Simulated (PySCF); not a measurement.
# C4H12N2Si: the cost of one run

The runs use PySCF 2.14.0, with density-fitted response routines of our own; the level of theory stands in each step. All values are computed, except where a source is named. Atoms are numbered from 0 throughout.

### 1 The molecule as given

19 atoms, charge 0, multiplicity 1; geometry from: GFN2-xTB.

Bonds of the start (Å): C0–N1 1.45, N1–N2 1.41, N2–Si3 1.73, N2–C4 1.42, C4–C5 1.49, C5–C6 1.50, C6–C4 1.51, C0–H7 1.09, C0–H8 1.09, C0–H9 1.10, N1–H10 1.02, Si3–H11 1.47, Si3–H12 1.45, Si3–H13 1.48, C4–H14 1.09, C5–H15 1.08, C5–H16 1.08, C6–H17 1.08, C6–H18 1.08.

### 2 Excited states and response: CAM-B3LYP/def2-SVPD

What the job is given:

```
{"job": {"kind": "uv", "xc": "CAM-B3LYP", "basis": "def2-SVPD", "nstates": 8, "ntriplets": 3}, "charge": 0, "multiplicity": 1}
C     -1.775220    -1.217263    -0.601528
N     -1.288770     0.016667    -1.194425
N     -0.227577     0.631270    -0.491990
Si    -0.707888     1.861268     0.618571
C      0.991137    -0.102968    -0.464318
C      2.098675     0.241444     0.476885
C      1.341957    -1.040286     0.662962
H     -2.111013    -0.993683     0.410464
H     -2.626049    -1.557037    -1.189787
H     -1.027825    -2.020059    -0.557971
H     -0.980576    -0.158785    -2.151263
H      0.321718     2.903463     0.592635
H     -1.993102     2.306831     0.104797
H     -0.847503     1.408199     2.017124
H      1.286788    -0.424462    -1.464134
H      3.110830     0.194891     0.103167
H      1.934518     1.028667     1.193890
H      0.659559    -1.093851     1.497202
H      1.830535    -1.975057     0.430260
```

Level: TDDFT CAM-B3LYP/def2-SVPD, vertical, gas phase, core orbitals frozen in the response.

Started as:

```sh
$ OMP_NUM_THREADS=1 python probes_run.py task.json out
```

This one command runs all jobs of the session in turn.

**Question.** How long does this job take on 1 thread of Arm Neoverse V2, shared host, and how much memory does it need?

About 61 s, with a peak of 1.2 GiB.
